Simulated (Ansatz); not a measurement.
# NaIr2: one candidate structure

Where does NaIr2 go from the start given, rutile type (P4_2/mnm, No. 136)?

Program: Ansatz 0.2.0. Level of theory: DFT PBE, scalar-relativistic, plane waves, PAW. These are calculated values, not measurements.

## (1) The system as given

It takes space group P4_2/mnm (No. 136, tetragonal). The conventional cell has a = 5.394 Å, b = 5.394 Å, c = 3.474 Å, α = 90.00°, β = 90.00°, γ = 90.00°. Na (site symmetry mmm) has 6 Ir at 2.28 to 2.33 Å as nearest neighbours. Ir (site symmetry m2m) has 3 Na at 2.28 to 2.33 Å as nearest neighbours.

Coordinates:

```cif
data_structure
_symmetry_space_group_name_H-M 'P 1'
_symmetry_Int_Tables_number 1
_cell_length_a 5.3939
_cell_length_b 5.3939
_cell_length_c 3.4742
_cell_angle_alpha 90.000
_cell_angle_beta 90.000
_cell_angle_gamma 90.000
_cell_volume 101.08
loop_
_atom_site_label
_atom_site_type_symbol
_atom_site_fract_x
_atom_site_fract_y
_atom_site_fract_z
_atom_site_occupancy
Na1 Na 0.00000 0.00000 0.00000 1
Na2 Na 0.50000 0.50000 0.50000 1
Ir1 Ir 0.30600 0.30600 0.00000 1
Ir2 Ir 0.19400 0.80600 0.50000 1
Ir3 Ir 0.69400 0.69400 0.00000 1
Ir4 Ir 0.80600 0.19400 0.50000 1
```

(A quick probe on a coarse mesh, which set the mesh and smearing, is not shown.)

## (3) Rough relaxation on the coarse mesh

input.yaml reads:

```yaml
crystal:
  lattice:
    - [5.393879156, 0.0, 0.0]
    - [0.0, 5.393879156, 0.0]
    - [0.0, 0.0, 3.4742029653]
  atoms:
    - { symbol: Na, position: [0.0, 0.0, 0.0] }
    - { symbol: Na, position: [0.5, 0.5, 0.5] }
    - { symbol: Ir, position: [0.306, 0.306, 0.0] }
    - { symbol: Ir, position: [0.194, 0.806, 0.5] }
    - { symbol: Ir, position: [0.694, 0.694, 0.0] }
    - { symbol: Ir, position: [0.806, 0.194, 0.5] }
basis:
  ecutwfc: 420
kpoints:
  mp_grid: { grid: [4, 4, 6] }
hamiltonian:
  xc: pbe
scf:
  occupations: { method: gaussian, width: 0.1 }
  lower_state_search: "off"
output:
  forces: true
  stress: true
  eigenvalues: true
relax:
  adjacent_minimum: "off"
  f_tol: 0.04
  max_steps: 70
  cell: { stress_tol: 0.4 }
```

Started as:

```
$ ansatz run input.yaml --threads 1 --pin off --max-ram 2560MiB --backend cpu --events-out ev --progress --plain --runs-dir out
```

The session goes on with these runs: relaxing cell and atoms.

Before running it: what results should come out?

The runs gave:

Formation energies count from the elements, computed with the same settings in runs not shown here.

```
                          quantity                                                                      value
                              cell  a = 5.138 Å, b = 5.138 Å, c = 4.876 Å, α = 90.00°, β = 90.00°, γ = 90.00°
                       space group                                                         P4_2/mnm (No. 136)
                            volume                                                              21.45 Å³/atom
                   gap on the mesh                                                               none (metal)
formation energy from the elements                                                             +2.334 eV/atom
```

The space group stayed P4_2/mnm, and from the first guess the volume went from 16.85 to 21.45 Å³/atom. The formation energy of +2.33 eV/atom is positive, so the elements lie lower than this structure; another structure of the compound can lie lower. Spin-orbit coupling is left out for Ir.
